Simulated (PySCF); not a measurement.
# CH7ClSeSi2: the cost of one run

Computed with PySCF 2.14.0 and routines of our own; the level stands in each step. Atoms count from 0.

## Step 1: The starting structure

12 atoms, charge 0, multiplicity 1; geometry from: GFN2-xTB.

## Step 2: Geometry optimisation at PBE0-D3(BJ)/def2-SVP

Job settings and geometry (Å):

```
{"job": {"xc": "PBE0", "basis": "def2-SVP", "d3": "d3bj", "grid": 1, "maxiter": 30, "shake": 0.01, "kind": "geom"}, "charge": 0, "multiplicity": 1}
C     -1.746080     0.693100     0.323580
Si    -1.057330    -0.830810    -0.519020
Se     0.709120    -1.634980     0.710660
Si     2.265310     0.062460     0.500340
Cl     3.964790    -0.548760     1.281490
H     -2.688280     1.039040    -0.168610
H     -1.055270     1.546020     0.279540
H     -1.975810     0.530660     1.359960
H     -0.544760    -0.510740    -1.834420
H     -1.984550    -1.953250    -0.514500
H      2.397630     0.351470    -0.904440
H      1.754920     1.227510     1.241120
```

The run is started by

```sh
$ OMP_NUM_THREADS=1 python heavy_run.py task.json out
```

The driver reads the jobs from task.json and runs them one after another.

Q: Estimate the wall time and peak memory of this first job on 1 thread of Arm Neoverse V2, shared host.

About 3.8 min, with a peak of 0.53 GiB.
